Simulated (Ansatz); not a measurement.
I need a convergence test of the k-point mesh of Li2Ga, space group Cmcm. Use the Ansatz DFT code, driven from Python. Settings (first run): PBEsol, PAW, the default cutoff (420 eV here), 2×2×2 k-points, cold smearing of 0.05 eV. The script varies mesh: (2, 2, 2), (3, 3, 3), (4, 4, 3), (5, 5, 4), (6, 6, 5), (7, 7, 6).

The script reads `POSCAR`:
```text
Li2Ga
1.0
   2.28100000   -4.77100000    0.00000000
   2.28100000    4.77100000    0.00000000
   0.00000000    0.00000000    4.36400000
Li Ga
4 2
Direct
   0.58800000    0.41200000    0.25000000
   0.41200000    0.58800000    0.75000000
   0.24300000    0.75700000    0.25000000
   0.75700000    0.24300000    0.75000000
   0.92370000    0.07630000    0.25000000
   0.07630000    0.92370000    0.75000000
```

`kconv_li2ga.py`
```python
import csv

import ansatz as az
from ase.io import read


def main() -> None:
    atoms = read("POSCAR", format="vasp")
    xtal = az.Crystal.from_ase(atoms)

    setup = (
        xtal.calculation()
        .scf(tolerance=1e-09)
        .functional(az.Functional.PBESOL)
        .occupations(az.OccupationsMethod.COLD, width=0.05)
        .stress()
    )

    rows = []
    for value in [(2, 2, 2), (3, 3, 3), (4, 4, 3), (5, 5, 4), (6, 6, 5), (7, 7, 6)]:
        rep = setup.kpoints(mesh=value).run(threads=1).report
        rows.append((value, rep["free_energy_ev"] / len(rep["lattice"]["sites"]), rep["n_iterations"], sum(rep["stress_gpa"][i][i] for i in range(3)) / 3, rep["n_kpoints"]))

    with open("kconv.csv", "w", newline="") as handle:
        writer = csv.writer(handle)
        writer.writerow(["mesh", "F/atom (eV)", "iterations", "P (GPa)", "k-points"])
        writer.writerows([round(v, 5) if isinstance(v, float) else v for v in row] for row in rows)

    for row in rows[:-1]:
        shift = 1000 * (row[1] - rows[-1][1])
        print(f"{row[0]}: {shift:+.2f} meV/atom" + ("  (within 1 meV)" if abs(shift) < 1 else ""))


if __name__ == "__main__":
    main()
```

```console
$ python kconv_li2ga.py
DeckWarning: basis.ecutwfc = 420 eV, auto-derived from the records' recommended cutoffs: set by Li (normal level)
DeckWarning: output.stress: scf.convergence.dr2_threshold = 1e-9 eV is looser than the 6e-10 eV advised for a printed stress (1e-10 eV for each atom of the cell: 6). What an SCF threshold leaves in a stress goes as its square root, and in the free energy as the threshold itself, and one threshold admits the most on a [...]
(2, 2, 2): +75.78 meV/atom
(3, 3, 3): +14.91 meV/atom
(4, 4, 3): +21.19 meV/atom
(5, 5, 4): +16.86 meV/atom
(6, 6, 5): +2.54 meV/atom
```
(Warnings from the package without file and line, shortened.)

File `kconv.csv` afterwards:
```csv
mesh,F/atom (eV),iterations,P (GPa),k-points
"(2, 2, 2)",-1383.28709,10,-2.14979,6
"(3, 3, 3)",-1383.34797,7,-2.0883,8
"(4, 4, 3)",-1383.34169,8,-2.11486,14
"(5, 5, 4)",-1383.34602,8,-1.96413,27
"(6, 6, 5)",-1383.36034,9,-1.83852,39
"(7, 7, 6)",-1383.36288,9,-1.87369,64
```

What to keep in mind:
- Pressure is positive in compression.
- The structure is a deposited one; some such entries were measured under pressure or heat, so a shift against it needn't be the functional's error alone.
- Shifts are counted from the finest mesh, which is itself no proven limit.
- It ran for 24 s on 1 thread of Arm Neoverse V1 (shared host), peak memory 0.53 GiB.
